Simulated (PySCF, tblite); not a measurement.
**C6H13AsO: infrared bands, NMR shifts and electronic excitations in gas and solvents**

Aim: compute the infrared bands, NMR shifts and electronic excitations of C6H13AsO (`OCC1CC[AsH]CC1`), and see what a dielectric continuum does where one was used.

Programs: tblite 0.8.0 and PySCF 2.14.0, with density-fitted response routines of our own. Each step states its level of theory. These are calculated values for one molecule, in the gas phase or a continuum, unless marked as measured. Atoms count from 0, in the outputs and in this text.

### Step 1. Starting geometry

21 atoms, charge 0, multiplicity 1; geometry from: force field or distance geometry start.

Bonds of the start (Å): O0–C1 1.41, C1–C2 1.55, C2–C3 1.55, C3–C4 1.52, C4–As5 1.97, As5–C6 1.97, C6–C7 1.53, C7–C2 1.54, O0–H8 1.00, C1–H9 1.10, C1–H10 1.12, C2–H11 1.12, C3–H12 1.11, C3–H13 1.12, C4–H14 1.12, C4–H15 1.11, As5–H16 1.57, C6–H17 1.11, C6–H18 1.11, C7–H19 1.11, C7–H20 1.11.

### Step 2. Geometry optimisation with GFN2-xTB

The job: settings as JSON, then the geometry in Å.

```
{"job": {"kind": "relax", "xc": "GFN2-xTB", "basis": "xTB"}, "charge": 0, "multiplicity": 1}
O     -2.034100    -0.143500     1.668300
C     -2.073100    -0.269100     0.263900
C     -0.644000    -0.127100    -0.310700
C     -0.090900     1.289400    -0.023800
C      1.204300     1.561700    -0.770100
As     2.667600     0.366200    -0.212600
C      1.616400    -1.272100    -0.518400
C      0.280000    -1.231800     0.222200
H     -2.976200    -0.251400     1.974400
H     -2.740800     0.500400    -0.160300
H     -2.483400    -1.272700    -0.002200
H     -0.753800    -0.242800    -1.415600
H     -0.840800     2.048700    -0.313400
H      0.087900     1.407000     1.072900
H      1.038500     1.457400    -1.868200
H      1.517200     2.611600    -0.570800
H      2.325900     0.460900     1.315600
H      1.453600    -1.415100    -1.605600
H      2.205800    -2.135900    -0.137400
H      0.452800    -1.108500     1.314900
H     -0.221800    -2.216500     0.076300
```

Run with:

```sh
OMP_NUM_THREADS=1 python probes_run.py task.json out
```

One launch serves the whole session: the jobs run in the order shown.

Output:

```text
step      E/eV     max force
  0    -704.62709    1.475
  1    -704.70559    0.536
  2    -704.73060    0.374
  3    -704.75009    0.238
  4    -704.75587    0.207
  5    -704.76243    0.161
  6    -704.76645    0.153
  7    -704.76980    0.127
  8    -704.77160    0.099
  9    -704.77290    0.092
 10    -704.77397    0.082
 11    -704.77510    0.077
 12    -704.77642    0.078
 13    -704.77800    0.095
 14    -704.77951    0.103
 15    -704.78059    0.076
 16    -704.78118    0.045
 17    -704.78149    0.042
 18    -704.78171    0.037
 19    -704.78192    0.051
 20    -704.78219    0.056
 21    -704.78250    0.054
 22    -704.78279    0.046
 23    -704.78299    0.038
 24    -704.78314    0.029
 25    -704.78331    0.031
 26    -704.78353    0.040
 27    -704.78376    0.051
 28    -704.78393    0.048
 29    -704.78405    0.038
 30    -704.78416    0.029
 31    -704.78425    0.026
 32    -704.78430    0.021
 33    -704.78433    0.014
 34    -704.78435    0.009
```

Run time: 0.83 s. Hardware: 1 thread of AMD EPYC, shared host; peak memory 0.18 GiB.

Relaxation path: (not every step is listed)

| step | energy from step 0 (eV) | largest force (eV/Å) |
| --- | --- | --- |
| 0 | 0.0000 | 1.4754 |
| 1 | -0.0785 | 0.5362 |
| 2 | -0.1035 | 0.3737 |
| 3 | -0.1230 | 0.2378 |
| 4 | -0.1288 | 0.2071 |
| 5 | -0.1353 | 0.1613 |
| 6 | -0.1394 | 0.1534 |
| 7 | -0.1427 | 0.1275 |
| 8 | -0.1445 | 0.0992 |
| 10 | -0.1469 | 0.0816 |
| 12 | -0.1493 | 0.0785 |
| 14 | -0.1524 | 0.1027 |
| 16 | -0.1541 | 0.0455 |
| 18 | -0.1546 | 0.0372 |
| 20 | -0.1551 | 0.0560 |
| 22 | -0.1557 | 0.0462 |
| 24 | -0.1561 | 0.0290 |
| 26 | -0.1564 | 0.0404 |
| 28 | -0.1568 | 0.0482 |
| 29 | -0.1570 | 0.0375 |
| 30 | -0.1571 | 0.0288 |
| 31 | -0.1572 | 0.0259 |
| 32 | -0.1572 | 0.0214 |
| 33 | -0.1572 | 0.0136 |
| 34 | -0.1573 | 0.0090 |

Distances of close pairs at the start and the end, largest changes first:

| bond | before (Å) | after (Å) | change (Å) |
| --- | --- | --- | --- |
| As5–H16 | 1.569 | 1.510 | -0.059 |
| O0–H8 | 0.996 | 0.962 | -0.035 |
| C3–H13 | 1.117 | 1.093 | -0.024 |
| C7–H19 | 1.113 | 1.093 | -0.020 |
| C4–H14 | 1.115 | 1.096 | -0.020 |
| C7–H20 | 1.115 | 1.095 | -0.019 |
| C4–H15 | 1.114 | 1.094 | -0.019 |
| C2–H11 | 1.116 | 1.097 | -0.019 |

The next job starts from the end point, and lists it.

### Step 3. Harmonic vibrations with GFN2-xTB

The job: settings as JSON, then the geometry in Å.

```
{"job": {"kind": "ir", "xc": "GFN2-xTB", "basis": "xTB"}, "charge": 0, "multiplicity": 1}
O     -1.995733    -0.137477     1.652219
C     -2.063001    -0.275395     0.249120
C     -0.657828    -0.126190    -0.344902
C     -0.113477     1.267383    -0.027569
C      1.193752     1.581250    -0.738649
As     2.678634     0.366016    -0.254920
C      1.609354    -1.284467    -0.474496
C      0.248695    -1.229653     0.202662
H     -2.879834    -0.232772     2.018404
H     -2.725016     0.493367    -0.178061
H     -2.470515    -1.262484    -0.017732
H     -0.748863    -0.239482    -1.432696
H     -0.866288     2.009456    -0.314463
H      0.023924     1.340873     1.054378
H      1.056478     1.513854    -1.823651
H      1.490013     2.611596    -0.518939
H      2.429745     0.466625     1.231222
H      1.486674    -1.453956    -1.550072
H      2.178119    -2.132949    -0.081776
H      0.373135    -1.065998     1.276300
H     -0.256887    -2.192652     0.073151
```

Output:

```text
mode    cm-1     km/mol
  1      73.7      0.31
  2      98.2      2.58
  3     190.8      3.93
  4     200.7      1.55
  5     240.9      2.56
  6     270.7    132.79
  7     315.2      4.56
  8     321.8     11.25
  9     395.0      2.75
 10     458.6      1.17
 11     550.8     27.05
 12     551.1     47.07
 13     613.2      4.88
 14     666.6      0.03
 15     710.4     38.31
 16     776.2     15.97
 17     813.3     38.88
 18     895.1      8.87
 19     914.5     16.83
 20     939.2      0.02
 21     954.7      0.67
 22    1030.1     30.99
 23    1047.5      8.41
 24    1078.1     17.66
 25    1082.4      0.03
 26    1115.1     81.50
 27    1135.8      1.08
 28    1158.3      9.17
 29    1190.3      3.92
 30    1203.3     33.96
 31    1234.7      1.86
 32    1245.5      2.52
 33    1266.1      2.20
 34    1286.1      3.59
 35    1288.9     20.38
 36    1322.2      0.06
 37    1355.9      4.28
 38    1368.1     11.08
 39    1377.7      8.88
 40    1453.8      0.02
 41    1456.7      0.27
 42    1481.7      0.87
 43    1492.3      2.27
 44    1495.0      5.38
 45    1878.5    727.51
 46    2844.8     75.75
 47    2878.2     58.82
 48    2903.4      8.57
 49    2906.0     11.88
 50    2913.2    140.40
 51    2924.9     10.89
 52    2928.2    110.17
 53    2934.4    173.47
 54    2935.9     25.38
 55    2965.8     14.49
 56    2970.2     66.54
 57    3574.0      7.19
```

Run time: 2.6 s. Hardware: 1 thread of AMD EPYC, shared host; peak memory 0.18 GiB.

Which atoms move in the most intense modes:

| cm⁻¹ | km/mol | atoms |
| --- | --- | --- |
| 271 | 132.8 | H8 77 % |
| 1115 | 81.5 | C1 30 %, C2 21 %, O0 18 % |
| 1878 | 727.5 | H16 99 % |
| 2845 | 75.8 | H9 46 %, H10 45 % |
| 2913 | 140.4 | H14 32 %, H17 31 %, H11 14 % |
| 2928 | 110.2 | H12 35 %, H20 32 %, H15 12 %, H18 11 % |
| 2934 | 173.5 | H18 25 %, H15 20 %, H20 15 %, H12 13 % |
| 2970 | 66.5 | H13 48 %, H19 42 % |

### Step 4. Optimising the geometry at PBE0-D3(BJ)/def2-SVP

The job: settings as JSON, then the geometry in Å.

```
{"job": {"xc": "PBE0", "basis": "def2-SVP", "d3": "d3bj", "grid": 1, "shake": 0.01, "kind": "geom"}, "charge": 0, "multiplicity": 1}
O     -1.975320    -0.163030     1.656400
C     -2.068680    -0.279920     0.246960
C     -0.678030    -0.128510    -0.353550
C     -0.080250     1.269640    -0.031100
C      1.190940     1.574570    -0.749200
As     2.674730     0.370840    -0.257310
C      1.618930    -1.286470    -0.474250
C      0.264150    -1.224200     0.197610
H     -2.881660    -0.227370     2.037750
H     -2.727710     0.490930    -0.168040
H     -2.479380    -1.265400    -0.008910
H     -0.743060    -0.238570    -1.425990
H     -0.894570     2.019670    -0.324060
H      0.007240     1.343640     1.061380
H      1.052030     1.503090    -1.823390
H      1.489490     2.625650    -0.511460
H      2.431680     0.477740     1.229170
H      1.477420    -1.448120    -1.544250
H      2.175970    -2.140780    -0.079480
H      0.348200    -1.059100     1.281210
H     -0.273280    -2.192040     0.063510
```

Output:

```text
step   0  E = -2546.43643683  max force = 0.045922
step   1  E = -2546.44085996  max force = 0.015202
step   2  E = -2546.44202969  max force = 0.002741
step   3  E = -2546.44220908  max force = 0.002145
step   4  E = -2546.44239346  max force = 0.001624
step   5  E = -2546.44253069  max force = 0.002008
step   6  E = -2546.44259767  max force = 0.001035
step   7  E = -2546.44261492  max force = 0.000263
step   8  E = -2546.44262216  max force = 0.000332
optimisation converged
```

Run time: 7.1 min. Hardware: 1 thread of AMD EPYC, shared host; peak memory 0.91 GiB.

Relaxation path:

| step | energy from step 0 (eV) | largest force component (eV/Å) |
| --- | --- | --- |
| 0 | 0.0000 | 2.3614 |
| 1 | -0.1204 | 0.7817 |
| 2 | -0.1522 | 0.1409 |
| 3 | -0.1571 | 0.1103 |
| 4 | -0.1621 | 0.0835 |
| 5 | -0.1658 | 0.1033 |
| 6 | -0.1676 | 0.0532 |
| 7 | -0.1681 | 0.0135 |
| 8 | -0.1683 | 0.0171 |

Close pairs (by a distance rule), those that changed most:

| bond | before (Å) | after (Å) | change (Å) |
| --- | --- | --- | --- |
| C3–H12 | 1.145 | 1.106 | -0.040 |
| C3–C4 | 1.492 | 1.521 | +0.029 |
| C2–H11 | 1.080 | 1.108 | +0.028 |
| O0–H8 | 0.985 | 0.961 | -0.024 |
| C2–C3 | 1.554 | 1.530 | -0.024 |
| As5–H16 | 1.510 | 1.531 | +0.021 |
| C4–H14 | 1.085 | 1.104 | +0.018 |
| C4–H15 | 1.118 | 1.101 | -0.017 |

The final coordinates are the input of the step that follows.

| at the end point | value |
| --- | --- |
| point group (found at 0.08 Å tolerance) | Cs |
| rotational constants (GHz, main isotopes) | 3.042, 0.756, 0.679 |
| dipole moment (D) | 2.74 |

### Step 5. Nuclear shieldings: PBE0/pcSseg-1

The job: settings as JSON, then the geometry in Å.

```
{"job": {"kind": "nmr", "xc": "PBE0", "basis": "pcSseg-1"}, "charge": 0, "multiplicity": 1}
O     -2.005985    -0.323532     1.630456
C     -2.052796    -0.429782     0.230420
C     -0.666410    -0.160043    -0.334783
C     -0.221300     1.265669    -0.000966
C      1.086211     1.695979    -0.647381
As     2.648892     0.565858    -0.223735
C      1.705311    -1.148893    -0.482414
C      0.320588    -1.229807     0.140968
H     -2.875233    -0.531670     1.983772
H     -2.768865     0.296827    -0.205754
H     -2.379375    -1.440979    -0.088157
H     -0.759087    -0.243077    -1.435396
H     -1.021738     1.960732    -0.314988
H     -0.151860     1.359464     1.095284
H      1.001058     1.691998    -1.747942
H      1.345827     2.727204    -0.360942
H      2.426751     0.606004     1.290598
H      1.654274    -1.301506    -1.574578
H      2.359871    -1.943049    -0.090326
H      0.394124    -1.167795     1.239239
H     -0.113469    -2.222547    -0.079235
```

With the program's defaults for keys left out, this is: GIAO PBE0/pcSseg-1 NMR shielding, non-relativistic, gas phase.

Output:

```text
coarse grid: 75728 points
cycle   1  E = -2546.5378665605  dE =  1.148e-02  |g| = 9.516e-01  |ddm| = 4.119e+00
cycle   2  E = -2546.4516743718  dE =  8.619e-02  |g| = 1.072e+00  |ddm| = 1.472e+00
cycle   3  E = -2546.6418115295  dE = -1.901e-01  |g| = 1.711e-01  |ddm| = 1.046e+00
cycle   4  E = -2546.6473447081  dE = -5.533e-03  |g| = 3.529e-02  |ddm| = 1.496e-01
cycle   5  E = -2546.6474658424  dE = -1.211e-04  |g| = 8.093e-03  |ddm| = 2.566e-02
cycle   6  E = -2546.6474780900  dE = -1.225e-05  |g| = 1.728e-03  |ddm| = 1.056e-02
cycle   7  E = -2546.6474788605  dE = -7.706e-07  |g| = 5.988e-04  |ddm| = 2.593e-03
final grid: 161368 points
cycle   8  E = -2546.6474506586  dE = -6.301e-08  |g| = 7.768e-04  |ddm| = 2.801e-03
cycle   9  E = -2546.6474505284  dE =  1.302e-07  |g| = 1.070e-03  |ddm| = 1.761e-03
cycle  10  E = -2546.6474508025  dE = -2.740e-07  |g| = 6.388e-05  |ddm| = 1.012e-03
cycle  11  E = -2546.6474508031  dE = -6.644e-10  |g| = 1.112e-05  |ddm| = 6.493e-05
converged SCF energy = -2546.6474508031

GIAO shielding tensors (ppm)
atom      isotropic    diamagn.    paramagn.     s11        s22        s33       span
  0 O      310.263     388.039     -77.776    271.991    281.044    377.755    105.764
  1 C      112.062     242.227    -130.164     99.234    104.180    132.773     33.538
  2 C      142.826     245.286    -102.460    132.823    134.694    160.962     28.140
  3 C      150.647     245.241     -94.594    145.100    147.867    158.974     13.875
  4 C      162.425     245.063     -82.638    153.933    162.065    171.276     17.343
  5 As    1514.937    2872.659   -1357.722   1450.863   1456.058   1637.890    187.027
  6 C      162.456     245.056     -82.600    153.968    162.080    171.320     17.353
  7 C      150.362     245.293     -94.932    144.255    148.008    158.822     14.568
  8 H       31.395      29.705       1.690     21.190     27.052     45.944     24.754
  9 H       27.566      29.493      -1.928     22.920     27.317     32.459      9.539
 10 H       27.605      29.625      -2.020     23.016     27.371     32.428      9.412
 11 H       30.418      32.268      -1.850     27.193     29.126     34.935      7.742
 12 H       29.435      30.472      -1.037     23.270     29.039     35.997     12.728
 13 H       29.355      30.270      -0.914     24.892     29.594     33.581      8.689
 14 H       30.106      29.192       0.914     25.208     28.501     36.609     11.402
 15 H       29.691      28.313       1.378     23.564     27.820     37.688     14.125
 16 H       28.142      28.422      -0.279     23.198     24.019     37.210     14.012
 17 H       30.098      29.199       0.899     25.197     28.501     36.596     11.399
 18 H       29.693      28.320       1.373     23.568     27.819     37.691     14.122
 19 H       29.339      30.294      -0.956     24.892     29.578     33.546      8.654
 20 H       29.449      30.543      -1.093     23.287     29.066     35.994     12.707
```

Run time: 1.8 min. Hardware: 1 thread of AMD EPYC, shared host; peak memory 1.2 GiB.

Shifts follow as δ = σ(reference) − σ, with reference shieldings (ppm) from runs at the same level and on the same kind of geometry: ¹H TMS 31.27, ¹³C TMS 184.4, ¹⁷O H2O 334.6, ⁷⁵As AsH3 1910. The references are single molecules in the gas phase, so shifts against H2O, NH3, PH3, H3PO4 or CFCl3 are not on the usual liquid scales and can be off by tens of ppm. Shifts against hydride references such as AlH4− lie on their own scale. Atoms listed in one row are averaged.

| atoms | environment | σ (ppm) | δ (ppm) |
| --- | --- | --- | --- |
| C1 | sp3 CH2 bonded to O | 112.1 | 72.3 |
| C2 | sp3 CH in a ring | 142.8 | 41.6 |
| C3, C7 | sp3 CH2 in a ring | 150.5 | 33.9 |
| C4, C6 | sp3 CH2 bonded to As | 162.4 | 22.0 |
| H9, H10 | hydrogen on an sp3 CH2 bonded to O | 27.59 | 3.68 |
| H16 | hydrogen on an arsenic bonded to 2 C, in a 6-membered ring | 28.14 | 3.12 |
| H13, H19 | hydrogen on an sp3 CH2 in a ring | 29.35 | 1.92 |
| H12, H20 | hydrogen on an sp3 CH2 in a ring | 29.44 | 1.82 |
| H15, H18 | hydrogen on an sp3 CH2 bonded to As | 29.69 | 1.58 |
| H14, H17 | hydrogen on an sp3 CH2 bonded to As | 30.10 | 1.16 |
| H11 | hydrogen on an sp3 CH in a ring | 30.42 | 0.85 |
| H8 | hydrogen on an alcohol oxygen | 31.40 | -0.13 |
| O0 | alcohol oxygen | 310.3 | 24.3 |
| As5 | arsenic bonded to 2 C, H, in a 6-membered ring | 1515 | 395 |

Charges from the same density, by scheme (e):

| atoms | Mulliken | IAO | Hirshfeld | ESP fit |
| --- | --- | --- | --- | --- |
| O0 | -0.44 | -0.55 | -0.21 | -0.63 |
| C1 | 0.10 | -0.04 | 0.00 | -0.02 |
| C2 | -0.36 | -0.10 | -0.03 | 0.32 |
| C3, C7 | -0.14 | -0.25 | -0.08 | -0.20 |
| C4, C6 | -0.35 | -0.43 | -0.12 | 0.01 |
| As5 | 0.08 | 0.34 | 0.15 | -0.29 |

Mayer bond orders: O0–C1 0.98, C1–C2 1.06, C2–C3 0.98, C3–C4 1.02, C4–As5 1.01, As5–C6 1.01, C6–C7 1.02, C7–C2 0.98.

Ring of atoms C2, C3, C4, As5, C6, C7: NICS(0) -2.1, NICS(1) -2.1, NICS(1)zz 4.6 ppm (means of both faces).

### Step 6. Ultraviolet spectrum: CAM-B3LYP/def2-SVPD

Same as in step 5 but for these lines:

```diff
@@ -1,2 +1,2 @@
-{"job": {"kind": "nmr", "xc": "PBE0", "basis": "pcSseg-1"}, "charge": 0, "multiplicity": 1}
+{"job": {"kind": "uv", "xc": "CAM-B3LYP", "basis": "def2-SVPD", "ip": true}, "charge": 0, "multiplicity": 1}
 O     -2.005985    -0.323532     1.630456
```

Level: TDDFT CAM-B3LYP/def2-SVPD, vertical, gas phase, core orbitals frozen in the response.

Output:

```text
coarse grid: 75728 points
cycle   1  E = -2546.9467807677  dE =  2.623e-01  |g| = 6.478e-01  |ddm| = 7.396e+00
cycle   2  E = -2546.9198658564  dE =  2.691e-02  |g| = 7.835e-01  |ddm| = 1.663e+00
cycle   3  E = -2547.0312025368  dE = -1.113e-01  |g| = 6.230e-02  |ddm| = 8.163e-01
cycle   4  E = -2547.0318962784  dE = -6.937e-04  |g| = 2.433e-02  |ddm| = 1.176e-01
cycle   5  E = -2547.0319879220  dE = -9.164e-05  |g| = 8.070e-03  |ddm| = 4.599e-02
cycle   6  E = -2547.0320041032  dE = -1.618e-05  |g| = 1.286e-03  |ddm| = 1.862e-02
cycle   7  E = -2547.0320045835  dE = -4.802e-07  |g| = 4.115e-04  |ddm| = 3.749e-03
final grid: 161368 points
cycle   8  E = -2547.0319706219  dE = -1.250e-07  |g| = 3.923e-04  |ddm| = 1.141e-02
cycle   9  E = -2547.0319706234  dE = -1.536e-09  |g| = 3.889e-04  |ddm| = 1.669e-03
cycle  10  E = -2547.0319706522  dE = -2.877e-08  |g| = 3.322e-05  |ddm| = 6.193e-04
cycle  11  E = -2547.0319706524  dE = -2.588e-10  |g| = 1.521e-05  |ddm| = 9.511e-05
converged SCF energy = -2547.0319706524

Static polarisability (au): isotropic 104.663, principal 91.845 103.567 118.578

Singlet excitations
state   eV       nm        f      main configurations
  1   6.3486    195.3   0.06922   H->L+2 0.87
  2   6.3837    194.2   0.06568   H->L+1 0.64, H->L+3 0.20
  3   6.8536    180.9   0.00074   H-2->L 0.83
  4   7.0195    176.6   0.15323   H->L+5 0.84
  5   7.0957    174.7   0.02044   H->L+3 0.39, H->L 0.35
  6   7.4089    167.3   0.00273   H->L 0.48, H->L+1 0.20, H->L+3 0.15
  7   7.5282    164.7   0.00051   H-1->L+1 0.51, H->L+4 0.16, H-1->L 0.12
  8   7.7683    159.6   0.07247   H-1->L+2 0.64, H->L+6 0.17
  9   7.8210    158.5   0.05749   H->L+4 0.54, H-1->L+1 0.14, H-1->L+3 0.08
 10   8.0096    154.8   0.01342   H->L+6 0.57, H-1->L+2 0.22

Triplet excitations (Tamm-Dancoff, eV): 5.3975 5.4381 6.5425 6.5628
Vertical ionisation energy (delta-SCF) = 8.6896 eV
```

Run time: 6.6 min. Hardware: 1 thread of AMD EPYC, shared host; peak memory 1.5 GiB.

The orbitals next to the gap, with their largest atomic shares:

| orbital | eV | atoms |
| --- | --- | --- |
| HOMO−3 | -10.08 | As5 17 %, H16 15 %, C4 10 % |
| HOMO−2 | -9.42 | O0 54 %, C1 16 %, H9 8 % |
| HOMO−1 | -9.17 | As5 18 %, C6 17 %, C4 17 % |
| HOMO | -7.90 | As5 59 %, C4 10 %, C6 10 % |
| LUMO | 1.06 | O0 32 %, H8 15 %, C1 15 % |
| LUMO+1 | 1.50 | As5 21 %, C6 8 %, C4 8 % |
| LUMO+2 | 1.56 | As5 26 %, C4 12 %, C6 11 % |

With each of the 10 states as a Gaussian band of 0.4 eV half-width at 1/e, the curve within the window shown has maxima at 190 nm (ε 6,100), 177 nm (ε 7,600), 159 nm (ε 5,900) L/(mol cm). Beyond the last state computed it falls off for lack of states. The curve at chosen wavelengths:

```json
{"nm": "149", "ε (L/mol/cm)": "1305"}
{"nm": "152", "ε (L/mol/cm)": "2900"}
{"nm": "154", "ε (L/mol/cm)": "4139"}
{"nm": "157", "ε (L/mol/cm)": "5557"}
{"nm": "160", "ε (L/mol/cm)": "5873"}
{"nm": "162", "ε (L/mol/cm)": "5579"}
{"nm": "165", "ε (L/mol/cm)": "5101"}
{"nm": "167", "ε (L/mol/cm)": "5146"}
{"nm": "170", "ε (L/mol/cm)": "5901"}
{"nm": "173", "ε (L/mol/cm)": "6960"}
{"nm": "175", "ε (L/mol/cm)": "7446"}
{"nm": "178", "ε (L/mol/cm)": "7539"}
{"nm": "181", "ε (L/mol/cm)": "7043"}
{"nm": "183", "ε (L/mol/cm)": "6634"}
{"nm": "186", "ε (L/mol/cm)": "6224"}
{"nm": "189", "ε (L/mol/cm)": "6124"}
{"nm": "191", "ε (L/mol/cm)": "6123"}
{"nm": "194", "ε (L/mol/cm)": "5981"}
{"nm": "197", "ε (L/mol/cm)": "5481"}
{"nm": "199", "ε (L/mol/cm)": "4939"}
{"nm": "202", "ε (L/mol/cm)": "3924"}
{"nm": "204", "ε (L/mol/cm)": "3205"}
{"nm": "207", "ε (L/mol/cm)": "2205"}
{"nm": "210", "ε (L/mol/cm)": "1401"}
{"nm": "212", "ε (L/mol/cm)": "994"}
{"nm": "215", "ε (L/mol/cm)": "561"}
```

Ground-state properties from the same run:

| property | computed |
| --- | --- |
| dipole moment (D) | 2.68 |
| polarisability (Å³) | 15.51 |
| HOMO–LUMO gap (eV) | 8.96 |
| −ε(HOMO) (eV) | 7.90 |

[end of part 1 of 2]
